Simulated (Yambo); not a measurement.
# FeO (Wuestite) (Fm-3m) in Yambo: notebook

The runs below take FeO (Wuestite) through optical spectrum, with PBEsol.

All numbers are computed with Yambo 5.3.0; they aren't measurements. Logs are shortened: lines on timing, memory, paths and dates and some standing lists are left out, and cuts for length are marked.

**What was measured.**

“W\"ustite: Electric, thermodynamic and optical properties of FeO”, 2012, arxiv:1203.1201 quotes, for a bulk crystal of FeO: band gap 2.4 eV (optical).

How close the calculation comes is told below.

**1. The structure**

The structure is cubic, space group Fm-3m (No. 225). The conventional cell has a = 4.311 Å, b = 4.311 Å, c = 4.311 Å, α = 90.00°, β = 90.00°, γ = 90.00°. Fe (site symmetry m-3m) has 6 O at 2.16 Å as nearest neighbours. Around O (site symmetry m-3m) lie 6 Fe at 2.16 Å.

**2. Optical spectrum, PBEsol, collinear spin, ferromagnetic start**

Contents of optics0.in:

```
optics
chi
Chimod= "IP"
% BndsRnXd
 1 | 31 |
%
% LongDrXd
 1 | 1 | 0 |
%
% QpntsRXd
 1 | 1 |
%
% EnRngeXd
 0 | 15 | eV
%
% DmRngeXd
 0.3 | 0.3 | eV
%
ETStpsXd= 150
```

Contents of scf.in:

```
&CONTROL
  calculation = 'scf'
  prefix = 'pwscf'
  outdir = './tmp'
  pseudo_dir = './pseudo'
/
&SYSTEM
  ibrav = 0
  nat = 2
  ntyp = 2
  ecutwfc = 90
  nbnd = 21
  occupations = 'smearing'
  smearing = 'fd'
  degauss = 0.00367493
  nspin = 2
  starting_magnetization(1) = 0.1875
  starting_magnetization(2) = 0
  force_symmorphic = .true.
/
&ELECTRONS
  conv_thr = 4d-10
  electron_maxstep = 120
  mixing_beta = 0.3
/
ATOMIC_SPECIES
Fe    55.8450 Fe.upf
O     15.9990 O.upf
CELL_PARAMETERS angstrom
   0.0000000000    2.1554000000    2.1554000000
   2.1554000000    0.0000000000    2.1554000000
   2.1554000000    2.1554000000    0.0000000000
ATOMIC_POSITIONS angstrom
Fe     0.0000000000    0.0000000000    0.0000000000
O      2.1554000000    2.1554000000    2.1554000000
K_POINTS automatic
12 12 12 0 0 0
```

Contents of nscf.in:

```
&CONTROL
  calculation = 'nscf'
  prefix = 'pwscf'
  outdir = './tmp'
  pseudo_dir = './pseudo'
/
&SYSTEM
  ibrav = 0
  nat = 2
  ntyp = 2
  ecutwfc = 90
  nbnd = 31
  occupations = 'smearing'
  smearing = 'fd'
  degauss = 0.00367493
  nspin = 2
  starting_magnetization(1) = 0.1875
  starting_magnetization(2) = 0
  force_symmorphic = .true.
/
&ELECTRONS
  conv_thr = 1d-08
  diago_full_acc = .true.
  diago_thr_init = 1d-06
/
ATOMIC_SPECIES
Fe    55.8450 Fe.upf
O     15.9990 O.upf
CELL_PARAMETERS angstrom
   0.0000000000    2.1554000000    2.1554000000
   2.1554000000    0.0000000000    2.1554000000
   2.1554000000    2.1554000000    0.0000000000
ATOMIC_POSITIONS angstrom
Fe     0.0000000000    0.0000000000    0.0000000000
O      2.1554000000    2.1554000000    2.1554000000
K_POINTS automatic
12 12 12 0 0 0
```

Potentials or basis: PseudoDojo 0.4.1 SR PBEsol standard.

Launch:

```console
$ OMP_NUM_THREADS=1 pw.x -in scf.in > scf.out
$ OMP_NUM_THREADS=1 pw.x -in nscf.in > nscf.out
$ cd tmp/pwscf.save; p2y; mv SAVE ../..; cd ../..
$ OMP_NUM_THREADS=1 yambo
$ OMP_NUM_THREADS=1 yambo -F optics0.in -J optics0 -C optics0_out
```

Yambo's report:

```text
[... sections 02.01 to 02.04 as in the set-up run ...]

  [02.05] Energies & Occupations
  ==============================

  [WARNING] Merged spin levels are metallic
  [X] === Spin Independent ===
  [X] Electronic Temperature                        :  0.258606E-1   300.100    [eV K]
  [X] Bosonic    Temperature                        :  0.258606E-1   300.100    [eV K]
  [X] Finite Temperature mode                       : yes
  [X] El. density                                   :  0.10985E+25 [cm-3]
  [X] Fermi Level                                   :  14.54704 [eV]

  [X] === Spin up channel ===
  [X] Conduction Band Min                  [spin UP]:  14.54704 [eV]
  [X] Valence Band Max                     [spin UP]:  14.54704 [eV]
  [X] Filled Bands                         [spin UP]:  13
  [X] Metallic Bands                       [spin UP]:  14  14
  [X] Empty Bands                          [spin UP]:  15  31

  [X] === Spin dn channel ===
  [X] Conduction Band Min                  [spin DN]:  14.54704 [eV]
  [X] Valence Band Max                     [spin DN]:  14.54704 [eV]
  [X] Filled Bands                         [spin DN]:   8
  [X] Metallic Bands                       [spin DN]:   9  13
  [X] Empty Bands                          [spin DN]:  14  31

  [X] === Metallic Characters ===
  [X] N of el / N of met el                [spin UP]:  11.00000   0.01343
  [X] Average metallic occ.                [spin UP]:  0.002239
  [X] N of el / N of met el                [spin DN]:  11.00000   1.13264
  [X] Average metallic occ.                [spin DN]:  0.188774

  [WARNING] [X] Metallic system

  [WARNING] Merged spin levels are metallic

 [03] Transferred momenta grid and indexing
 ==========================================

 IBZ Q-points                                      :   72
 BZ  Q-points                                      :  1728

 K/Q-points units:
 rlu = crystal or reduced units; cc = cartesian coordinates; iku = interal k-units

 Q [ 1]         [rlu]:  0.000000  0.000000  0.000000
 Q [ 2]         [rlu]:  0.33225E-17  0.33225E-17  0.83333E-01
 Q [ 3]         [rlu]: -0.31179E-17 -0.31179E-17  0.16667
 Q [ 4]         [rlu]: -0.31439E-17 -0.31439E-17  0.25000
 Q [ 5]         [rlu]: -0.62357E-17 -0.62357E-17  0.33333
 Q [ 6]         [rlu]:  0.35011E-17  0.35011E-17  0.41667
 Q [ 7]         [rlu]:  0.62877E-17  0.62877E-17 -0.50000
 Q [ 8]         [rlu]: -0.14027E-17  0.83333E-01  0.83333E-01
 Q [ 9]         [rlu]: -0.15589E-17  0.83333E-01  0.16667
 Q [10]         [rlu]:  0.99707E-18  0.83333E-01  0.25000
 Q [11]         [rlu]: -0.31439E-17  0.83333E-01  0.33333
 Q [12]         [rlu]:  0.50601E-17  0.83333E-01  0.41667
 Q [13]         [rlu]:  0.43521E-18  0.83333E-01  0.50000
 Q [14]         [rlu]:  0.37109E-16  0.83333E-01 -0.41667
 Q [15]         [rlu]:  0.12959E-16  0.83333E-01 -0.33333
[... 33 lines left out ...]
 Q [49]         [rlu]:  0.083333  0.250000  0.333333
 Q [50]         [rlu]:  0.083333  0.250000  0.416667

 Remaining 22 points informations can be written running with -fatlog

 [04] Dipoles
 ============

  [04.01] Setup: observables and procedures
  =========================================

  [WF-Oscillators/G space/Transverse up loader] Normalization (few states)  min/max  :  0.86736E-18   1.0000

  [WR./optics0//ndb.dipoles]------------------------------------------------------
   Brillouin Zone Q/K grids (IBZ/BZ)                :    72  1728    72  1728
   RL vectors                                       :  2685 [WF]
   Fragmentation                                    : yes
   Electronic Temperature                           :  300.1000 [K]
   Bosonic    Temperature                           :  300.1000 [K]
   DIP band range                                   :   1  31
   DIP band range limits                            :  14   9
   DIP e/h energy range                             : -1.000000 -1.000000 [eV]
   RL vectors in the sum                            :  2685
   [r,Vnl] included                                 : yes
   Bands ordered                                    : yes
   Direct v evaluation                              : no
   Approach used                                    : G-space v
   Dipoles computed                                 : R V P [G-space]
   Wavefunctions                                    : Perdew, Burke & Ernzerhof SOL(X)+Perdew, Burke & Ernzerhof SOL(C)

  [WARNING] [r,Vnl^pseudo] included in position and velocity dipoles.

  [WARNING] In case H contains other non local terms, these are neglected

 [05] Optics
 ===========

 [X-CG] R(p) Tot o/o(of R):    27018   776005      100

 [WARNING] The system is a metal but Drude term not included.
```

Run time: 81 s. Hardware: 1 thread of Intel Xeon 6975P-C (Granite Rapids), shared host; peak memory 0.3 GiB.

Results:

```yaml
Band_gap_on_the_k_mesh_mean-field_level: none (metal or under the smearing width)
Net_moment: 4.00 μB per cell
```

Dielectric function (along the field direction of the input):
| energy (eV) | real part | imaginary part |
| --- | --- | --- |
| 0.30 | 11.32 | 35.41 |
| 0.81 | -0.07 | 8.92 |
| 1.31 | 2.23 | 3.71 |
| 1.81 | 3.24 | 2.21 |
| 2.32 | 4.08 | 1.45 |
| 2.82 | 4.90 | 1.15 |
| 3.32 | 6.07 | 1.45 |
| 3.83 | 6.58 | 2.68 |
| 4.33 | 6.26 | 3.98 |
| 4.83 | 5.40 | 4.93 |
| 5.34 | 4.28 | 5.58 |
| 5.84 | 2.86 | 5.35 |
| 6.34 | 2.17 | 4.63 |
| 6.85 | 1.87 | 4.23 |
| 7.35 | 1.55 | 4.03 |
| 7.85 | 0.96 | 3.39 |
| 8.36 | 1.04 | 2.88 |
| 8.86 | 1.20 | 2.30 |
| 9.36 | 1.73 | 2.05 |
| 9.87 | 1.99 | 2.32 |
| 10.37 | 2.12 | 2.38 |
| 10.87 | 2.10 | 2.94 |
| 11.38 | 1.73 | 3.16 |
| 11.88 | 1.05 | 3.07 |
| 12.38 | 0.99 | 2.64 |
| 12.89 | 1.01 | 2.48 |
| 13.39 | 1.02 | 2.42 |
| 13.89 | 1.07 | 2.42 |
| 14.40 | 1.00 | 2.48 |
| 15.00 | 0.82 | 2.58 |

Caveat: the intraband (Drude) term of the metal is left out; the ground state has no gap, which makes the many-body step unreliable; spectra need much finer meshes, so this one isn't converged; independent-particle spectra lack excitons; a cell with one magnetic atom can't hold antiferromagnetic order, which such compounds often take; semilocal functionals often make such compounds metallic where correlation or magnetic order opens a gap, which also shifts bond lengths.

**3. Optical spectrum, PBEsol, collinear spin, ferromagnetic start**

Contents of optics1.in:

```
optics
chi
Chimod= "HARTREE"
% BndsRnXd
 1 | 31 |
%
NGsBlkXd= 1 Ry
% LongDrXd
 1 | 1 | 0 |
%
% QpntsRXd
 1 | 1 |
%
% EnRngeXd
 0 | 15 | eV
%
% DmRngeXd
 0.1 | 0.1 | eV
%
ETStpsXd= 300
```

scf.in is that of step 2.

nscf.in is that of step 2.

Potentials or basis: PseudoDojo 0.4.1 SR PBEsol standard.

Launch:

```console
$ OMP_NUM_THREADS=1 pw.x -in scf.in > scf.out
$ OMP_NUM_THREADS=1 pw.x -in nscf.in > nscf.out
$ cd tmp/pwscf.save; p2y; mv SAVE ../..; cd ../..
$ OMP_NUM_THREADS=1 yambo
$ OMP_NUM_THREADS=1 yambo -F optics1.in -J optics1 -C optics1_out
```

Yambo's report:

```text
[... sections 02.01 to 02.04 as in the set-up run ...]

  [02.05] Energies & Occupations
  ==============================

  [WARNING] Merged spin levels are metallic
  [X] === Spin Independent ===
  [X] Electronic Temperature                        :  0.258606E-1   300.100    [eV K]
  [X] Bosonic    Temperature                        :  0.258606E-1   300.100    [eV K]
  [X] Finite Temperature mode                       : yes
  [X] El. density                                   :  0.10985E+25 [cm-3]
  [X] Fermi Level                                   :  14.54704 [eV]

  [X] === Spin up channel ===
  [X] Conduction Band Min                  [spin UP]:  14.54704 [eV]
  [X] Valence Band Max                     [spin UP]:  14.54704 [eV]
  [X] Filled Bands                         [spin UP]:  13
  [X] Metallic Bands                       [spin UP]:  14  14
  [X] Empty Bands                          [spin UP]:  15  31

  [X] === Spin dn channel ===
  [X] Conduction Band Min                  [spin DN]:  14.54704 [eV]
  [X] Valence Band Max                     [spin DN]:  14.54704 [eV]
  [X] Filled Bands                         [spin DN]:   8
  [X] Metallic Bands                       [spin DN]:   9  13
  [X] Empty Bands                          [spin DN]:  14  31

  [X] === Metallic Characters ===
  [X] N of el / N of met el                [spin UP]:  11.00000   0.01343
  [X] Average metallic occ.                [spin UP]:  0.002239
  [X] N of el / N of met el                [spin DN]:  11.00000   1.13264
  [X] Average metallic occ.                [spin DN]:  0.188774

  [WARNING] [X] Metallic system

  [WARNING] Merged spin levels are metallic

 [03] Transferred momenta grid and indexing
 ==========================================

 IBZ Q-points                                      :   72
 BZ  Q-points                                      :  1728

 K/Q-points units:
 rlu = crystal or reduced units; cc = cartesian coordinates; iku = interal k-units

 Q [ 1]         [rlu]:  0.000000  0.000000  0.000000
 Q [ 2]         [rlu]:  0.33225E-17  0.33225E-17  0.83333E-01
 Q [ 3]         [rlu]: -0.31179E-17 -0.31179E-17  0.16667
 Q [ 4]         [rlu]: -0.31439E-17 -0.31439E-17  0.25000
 Q [ 5]         [rlu]: -0.62357E-17 -0.62357E-17  0.33333
 Q [ 6]         [rlu]:  0.35011E-17  0.35011E-17  0.41667
 Q [ 7]         [rlu]:  0.62877E-17  0.62877E-17 -0.50000
 Q [ 8]         [rlu]: -0.14027E-17  0.83333E-01  0.83333E-01
 Q [ 9]         [rlu]: -0.15589E-17  0.83333E-01  0.16667
 Q [10]         [rlu]:  0.99707E-18  0.83333E-01  0.25000
 Q [11]         [rlu]: -0.31439E-17  0.83333E-01  0.33333
 Q [12]         [rlu]:  0.50601E-17  0.83333E-01  0.41667
 Q [13]         [rlu]:  0.43521E-18  0.83333E-01  0.50000
 Q [14]         [rlu]:  0.37109E-16  0.83333E-01 -0.41667
 Q [15]         [rlu]:  0.12959E-16  0.83333E-01 -0.33333
[... 33 lines left out ...]
 Q [49]         [rlu]:  0.083333  0.250000  0.333333
 Q [50]         [rlu]:  0.083333  0.250000  0.416667

 Remaining 22 points informations can be written running with -fatlog

 [04] Dipoles
 ============

  [04.01] Setup: observables and procedures
  =========================================

  [WF-Oscillators/G space/Transverse up loader] Normalization (few states)  min/max  :  0.86736E-18   1.0000

  [WR./optics1//ndb.dipoles]------------------------------------------------------
   Brillouin Zone Q/K grids (IBZ/BZ)                :    72  1728    72  1728
   RL vectors                                       :  2685 [WF]
   Fragmentation                                    : yes
   Electronic Temperature                           :  300.1000 [K]
   Bosonic    Temperature                           :  300.1000 [K]
   DIP band range                                   :   1  31
   DIP band range limits                            :  14   9
   DIP e/h energy range                             : -1.000000 -1.000000 [eV]
   RL vectors in the sum                            :  2685
   [r,Vnl] included                                 : yes
   Bands ordered                                    : yes
   Direct v evaluation                              : no
   Approach used                                    : G-space v
   Dipoles computed                                 : R V P [G-space]
   Wavefunctions                                    : Perdew, Burke & Ernzerhof SOL(X)+Perdew, Burke & Ernzerhof SOL(C)

  [WARNING] [r,Vnl^pseudo] included in position and velocity dipoles.

  [WARNING] In case H contains other non local terms, these are neglected

 [05] Optics
 ===========

 [X-CG] R(p) Tot o/o(of R):    27018   776005      100

 [WARNING] The system is a metal but Drude term not included.
```

Wall time 85 s (1 thread of Intel Xeon 6975P-C (Granite Rapids), shared host); peak memory 0.84 GiB.

Results:

- Band gap on the k mesh, mean-field level: none (metal or under the smearing width)
- Net moment: 4.00 μB per cell

Dielectric function (along the field direction of the input):
```
energy (eV)  real part  imaginary part
       0.25     -47.46           73.54
       1.00      -1.14            3.76
       1.76       2.81            1.77
       2.56       4.33            0.95
       3.31       6.56            0.80
       4.11       7.41            3.50
       4.87       5.17            5.34
       5.67       2.77            6.00
       6.42       2.00            4.67
       7.22       1.80            4.15
       7.98       0.63            2.94
       8.78       0.92            2.15
       9.53       2.14            2.10
      10.33       2.21            1.90
      11.09       1.67            3.12
      11.89       0.79            3.14
      12.64       0.78            2.45
      13.44       0.97            2.36
      14.20       0.97            2.44
      15.00       0.70            2.73
```

Caveat: the intraband (Drude) term of the metal is left out; the ground state has no gap, which makes the many-body step unreliable; spectra need much finer meshes, so this one isn't converged; these spectra lack excitons; a cell with one magnetic atom can't hold antiferromagnetic order, which such compounds often take; semilocal functionals often make such compounds metallic where correlation or magnetic order opens a gap, which also shifts bond lengths.

(Part 1 of 3 ends here.)
